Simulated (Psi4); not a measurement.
# AlHSF2 (SMILES [F][Al]([F])[SH]): HF/aug-cc-pVDZ

What is the vertical electron affinity of AlHSF2 at HF/aug-cc-pVDZ? 

The calculation is run with Psi4 1.11.

1 further run of the same task is left out (set aside as unsound or not needed).

## 1. The molecule

The species is AlHSF2 (5 atoms), meant as a singlet with charge 0. As SMILES, `[F][Al]([F])[SH]`. Geometry: relaxed at PBE0-D4/def2-TZVP.

Bond lengths: F1–Al2 1.638 Å, Al2–F3 1.635 Å, Al2–S4 2.153 Å, S4–H5 1.346 Å. Angles: F1–Al2–F3 119.3°, F1–Al2–S4 121.0°, F3–Al2–S4 119.7°, Al2–S4–H5 91.6°.

## 2. Energy and gradient at HF/aug-cc-pVDZ

Contents of job.inp:

```
memory 1600 mb

molecule molecule1 {
  F
  Al 1 R2
  F 2 R3 1 A3
  S 2 R4 3 A4 1 D4
  H 4 R5 2 A5 3 D5

  R2 = 1.637517
  R3 = 1.635406
  A3 = 119.27369
  R4 = 2.152829
  A4 = 119.73096
  D4 = -179.99749
  R5 = 1.345722
  A5 = 91.56006
  D5 = -179.89002
  symmetry c1
}

set puream true
set e_convergence 1e-09
set d_convergence 1e-08
set scf_type pk

e, wfn = gradient("scf/aug-cc-pVDZ", return_wfn=True)
oeprop(wfn, "MULLIKEN_CHARGES", "DIPOLE", "WIBERG_LOWDIN_INDICES")
```

Launch:

```sh
$ psi4 -i job.inp -o job.out -n 1
```

job.out (excerpt; [...] marks lines left out):

```text
[...]
  Running in c1 symmetry.
[...]
  Nuclear repulsion =  199.896817743338772
[...]
  Multiplicity = 1
[...]
  Nalpha       = 24
  Nbeta        = 24
[...]
    Number of basis functions: 109
[...]
   @RHF iter   1:  -839.03068715943959   -1.07028e+00   5.00671e-03 ADIIS/DIIS
[...]
   @RHF iter  11:  -839.14590791849525   -1.14824e-11   8.49613e-09 DIIS
[...]
    Orbital Energies [Eh]
    ---------------------
    Doubly Occupied:
       1A    -91.975565     2A    -58.561214     3A    -26.291697
       4A    -26.289225     5A     -8.979937     6A     -6.661596
       7A     -6.660665     8A     -6.658775     9A     -4.970823
      10A     -3.287382    11A     -3.286189    12A     -3.285767
      13A     -1.573642    14A     -1.564805    15A     -0.983818
      16A     -0.717755    17A     -0.681083    18A     -0.657520
      19A     -0.652364    20A     -0.638812    21A     -0.634848
      22A     -0.566172    23A     -0.475864    24A     -0.410969
[...]
  @RHF Final Energy:  -839.14590791849525
   => Energetics <=
    Nuclear Repulsion Energy =            199.8968177433387723
    One-Electron Energy =               -1565.1524791249248665
    Two-Electron Energy =                 526.1097534630908967
    Total Energy =                       -839.1459079184952543
[...]
  -Total Gradient:
     Atom            X                  Y                   Z
    ------   -----------------  -----------------  -----------------
       1        0.000006734394     0.000376446866     0.002627100459
       2       -0.000004619549     0.005195310142     0.000852818627
       3       -0.000005716216     0.003306044204    -0.000671967449
       4        0.000018482131    -0.007057323147    -0.000699612029
       5       -0.000014880759    -0.001820478070    -0.002108339603
[...]
 Multipole Moments:
 ------------------------------------------------------------------------------------
     Multipole            Electronic (a.u.)      Nuclear  (a.u.)        Total (a.u.)
 ------------------------------------------------------------------------------------
 L = 1.  Multiply by 2.5417464519 to convert [e a0] to [Debye]
 Dipole X            :          0.0017564           -0.0023665           -0.0006102
 Dipole Y            :         -3.9190071            4.4547940            0.5357869
 Dipole Z            :         -1.2323034            1.1639663           -0.0683371
 Magnitude           :                                                    0.5401277
[...]
  Mulliken Charges: (a.u.)
   Center  Symbol    Alpha    Beta     Spin     Total
       1     F     4.89326  4.89326  0.00000 -0.78652
       2    AL     5.59160  5.59160  0.00000  1.81679
       3     F     4.89716  4.89716  0.00000 -0.79432
       4     S     8.19359  8.19359  0.00000 -0.38718
       5     H     0.42439  0.42439  0.00000  0.15122
   Total alpha = 24.00000, Total beta = 24.00000, Total charge =  0.00000
  Wiberg Bond Indices using Orthogonal Lowdin Orbitals:
[...]
```

Wall time 32 s (1 thread of AMD EPYC 7R43 (Zen 3), shared host); peak memory 0.55 GiB.

## 3. The doublet anion: a single-point energy at UHF/aug-cc-pVDZ

Contents of job.json:

```json
{
  "schema_name": "qcschema_input",
  "schema_version": 1,
  "molecule": {
    "schema_name": "qcschema_molecule",
    "schema_version": 2,
    "symbols": ["F", "Al", "F", "S", "H"],
    "geometry": [1.68601365, 0.73302476, 2.82608542, 0.6430738, -0.87815573, 0.39873221, 1.55070926, -3.80893198, 0.02759, -1.89615119, 0.80445641, -2.29790697, -1.88915921, 3.01033372, -1.03254635],
    "molecular_charge": -1,
    "molecular_multiplicity": 2,
    "fix_symmetry": "c1"
  },
  "driver": "energy",
  "model": {
    "method": "hf",
    "basis": "aug-cc-pVDZ"
  },
  "keywords": {
    "reference": "uhf",
    "puream": true,
    "e_convergence": 1e-09,
    "d_convergence": 1e-08,
    "scf_type": "pk",
    "maxiter": 200,
    "scf_properties": ["LOWDIN_CHARGES", "MULLIKEN_CHARGES", "WIBERG_LOWDIN_INDICES"]
  }
}
```

Launch:

```sh
$ psi4 --qcschema job.json -n 1 --memory 1600MB
```

stdout (excerpt; [...] marks lines left out):

```text
[...]
  Running in c1 symmetry.
[...]
  Nuclear repulsion =  199.896858448671992
[...]
  Multiplicity = 2
[...]
  Nalpha       = 25
  Nbeta        = 24
[...]
    Number of basis functions: 109
[...]
   @UHF iter   1:  -838.95441763103213   -9.94013e-01   5.42082e-03 DIIS/ADIIS
[...]
   @UHF iter  23:  -839.12525149479438   -8.93579e-11   7.01410e-09 DIIS
[...]
   @S^2 Observed:                7.524126644E-01
[...]
  @UHF Final Energy:  -839.12525149479438
   => Energetics <=
    Nuclear Repulsion Energy =            199.8968584486719919
    One-Electron Energy =               -1572.5046240122660492
    Two-Electron Energy =                 533.4825140687996736
    Total Energy =                       -839.1252514947943837
  UHF NO Occupations:
  HONO-2 :   23  A 1.9997326
  HONO-1 :   24  A 1.9992258
[...]
 Multipole Moments:
 ------------------------------------------------------------------------------------
     Multipole            Electronic (a.u.)      Nuclear  (a.u.)        Total (a.u.)
 ------------------------------------------------------------------------------------
 L = 1.  Multiply by 2.5417464519 to convert [e a0] to [Debye]
 Dipole X            :          2.8471653           -2.7319632            0.1152021
 Dipole Y            :         -3.6385834            2.9375710           -0.7010124
 Dipole Z            :          2.0419860           -2.2598799           -0.2178939
 Magnitude           :                                                    0.7430799
[...]
  Mulliken Charges: (a.u.)
   Center  Symbol    Alpha    Beta     Spin     Total
       1     F     4.97460  4.90336  0.07124 -0.87796
       2    AL     6.88617  5.53625  1.34992  0.57758
       3     F     4.96003  4.91005  0.04998 -0.87008
       4     S     7.38908  8.22508 -0.83600  0.38584
       5     H     0.79012  0.42526  0.36486 -0.21538
   Total alpha = 25.00000, Total beta = 24.00000, Total charge = -1.00000
  Lowdin Charges: (a.u.)
   Center  Symbol    Alpha    Beta     Spin     Total
       1     F     4.74008  4.72272  0.01736 -0.46280
[...]
```

The result, in JSON:

```text
{
 "driver": "energy",
 "model": {
  "method": "hf",
  "basis": "aug-cc-pVDZ"
 },
 "success": true,
 "return_result": -839.1252514947944,
 "properties": {
  "calcinfo_nbasis": 109,
  "calcinfo_nmo": 109,
  "calcinfo_nalpha": 25,
  "calcinfo_nbeta": 24,
  "calcinfo_natom": 5,
  "nuclear_repulsion_energy": 199.896858448672,
  "return_energy": -839.1252514947944,
  "scf_one_electron_energy": -1572.504624012266,
  "scf_two_electron_energy": 533.4825140687997,
  "scf_dipole_moment": [0.11520211502501754, -0.7010124334509635, -0.21789393196701656],
  "scf_total_energy": -839.1252514947944,
  "scf_iterations": 23
 }
}
```

Wall time 11 s (1 thread of AMD EPYC 7R43 (Zen 3), shared host); peak memory 0.56 GiB.

## 4. What came out

Level: HF/aug-cc-pVDZ.

```
                                         quantity          value
                     singlet AlHSF2: total energy  -839.14591 Eh
                    singlet AlHSF2: dipole moment         1.37 D
                      singlet AlHSF2: HOMO energy      -11.18 eV
                      singlet AlHSF2: LUMO energy        0.61 eV
                    singlet AlHSF2: HOMO–LUMO gap       11.79 eV
         singlet AlHSF2: largest force on an atom     0.365 eV/Å
                      doublet anion: total energy  -839.12525 Eh
doublet anion: HOMO energy (highest over α and β)        0.50 eV
 doublet anion: LUMO energy (lowest over α and β)        3.23 eV
                              doublet anion: ⟨S²⟩          0.752
vertical electron affinity (to the doublet anion)      -0.562 eV
```

What this shows: The anion lies 0.56 eV (13.0 kcal/mol) above the neutral: the electron isn't bound at this level, and such a value depends on the basis. Hartree–Fock misses the correlation that binds many anions. The largest force (singlet AlHSF2) is 0.36 eV/Å: the shape isn't a stationary point for this species at this level. Mulliken charges (singlet AlHSF2) run from -0.79 on F3 to +1.82 on Al2; in a basis this large or diffuse they mean little. Mulliken charges (doublet anion) run from -0.88 on F1 to +0.58 on Al2; in a basis this large or diffuse they mean little. The HOMO (doublet anion) lies at positive energy, 0.50 eV: the electron is unbound at this level or held by a compact basis; values depend on the basis.
